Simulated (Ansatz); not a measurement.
# GeCN2: the cost of one run

Program: Ansatz 0.2.0. Level of theory: DFT LDA, scalar-relativistic, plane waves, PAW. These are calculated values, not measurements.

1 further run of the same task is left out (set aside as unsound or not needed).

## 1. The starting structure

The structure is trigonal, space group R-3m (No. 166). The conventional cell has a = 3.588 Å, b = 3.588 Å, c = 14.766 Å, α = 90.00°, β = 90.00°, γ = 120.00°. Ge (site symmetry -3m) has 6 N at 2.40 Å as nearest neighbours. C (site symmetry -3m) has 2 N at 1.24 Å as nearest neighbours. Around N (site symmetry 3m) lie 1 C at 1.24 Å.

Coordinates:

```
CELL_PARAMETERS angstrom
1.79379 1.03565 4.92196
-1.79379 1.03565 4.92196
0.00000 -2.07129 4.92196
ATOMIC_POSITIONS crystal
Ge 0.00000 0.00000 0.00000
C 0.50000 0.50000 0.50000
N 0.41610 0.41610 0.41610
N 0.58390 0.58390 0.58390
```

Source of the structure: the Materials Project (structure only).

(A quick probe on a coarse mesh, which set the mesh and smearing, is not shown.)

## 3. Full relaxation

input.yaml

```yaml
crystal:
  lattice:
    - [1.7937903697, 1.0356453528, 4.9219572124]
    - [-1.7937903697, 1.0356453528, 4.9219572124]
    - [0.0, -2.0712907057, 4.9219572124]
  atoms:
    - { symbol: Ge, position: [0.0, 0.0, 0.0] }
    - { symbol: C, position: [0.5, 0.5, 0.5] }
    - { symbol: "N", position: [0.4160956, 0.4160956, 0.4160956] }
    - { symbol: "N", position: [0.5839044, 0.5839044, 0.5839044] }
basis:
  ecutwfc: 420
kpoints:
  mp_grid: { grid: [9, 9, 9] }
hamiltonian:
  xc: lda
scf:
  occupations: { method: gaussian, width: 0.02 }
output:
  forces: true
  stress: true
  eigenvalues: true
relax:
  adjacent_minimum: "off"
  f_tol: 0.005
  max_steps: 80
  cell: { stress_tol: 0.05 }
```

Q: Estimate wall time and peak memory on 1 thread of an Arm CPU, shared host.

About 31 s, with a peak of 0.37 GiB.
